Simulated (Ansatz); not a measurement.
# Ge (diamond type): the cost of one run

Program: Ansatz 0.2.0. Level of theory: DFT, LDA, PAW with Ansatz's default frozen-core files, scalar-relativistic. These are calculated values, not measurements.

## Step 1: The system as given

The structure is cubic, space group Fd-3m (No. 227). Conventional cell: a = 5.657 Å, b = 5.657 Å, c = 5.657 Å, α = 90.00°, β = 90.00°, γ = 90.00°. Ge (site symmetry -43m) is surrounded by 4 Ge at 2.45 Å.

Structure file:

```cif
data_structure
_symmetry_space_group_name_H-M 'P 1'
_symmetry_Int_Tables_number 1
_cell_length_a 4.0002
_cell_length_b 4.0002
_cell_length_c 4.0002
_cell_angle_alpha 60.000
_cell_angle_beta 60.000
_cell_angle_gamma 60.000
_cell_volume 45.26
loop_
_atom_site_label
_atom_site_type_symbol
_atom_site_fract_x
_atom_site_fract_y
_atom_site_fract_z
_atom_site_occupancy
Ge1 Ge 0.87500 0.87500 0.87500 1
Ge2 Ge 0.12500 0.12500 0.12500 1
```

Atoms are numbered in the order of the input: Ge1, Ge2.

## Step 2: Bulk cell relaxed, PAW

input.yaml reads:

```yaml
crystal:
  lattice:
    - [0.0, 2.8285347457, 2.8285347457]
    - [2.8285347457, 0.0, 2.8285347457]
    - [2.8285347457, 2.8285347457, 0.0]
  atoms:
    - { symbol: Ge, position: [-0.125, -0.125, -0.125] }
    - { symbol: Ge, position: [0.125, 0.125, 0.125] }
kpoints:
  mp_grid: { grid: [10, 10, 10] }
scf:
  occupations: { method: fermi_dirac, width: 0.02 }
hamiltonian:
  xc: lda
  pseudopotentials: { kind: paw }
output:
  forces: true
  stress: true
relax:
  f_tol: 0.005
  max_steps: 40
  cell: {}
```

Launch:

```
ansatz run input.yaml --threads 2 --pin off --max-ram 4096MiB --backend cpu --events-out ev --progress --plain --runs-dir out
```

What time and memory should one allow on 2 threads of Arm Neoverse V1, shared host?

About 3.4 s, with a peak of 0.32 GiB.
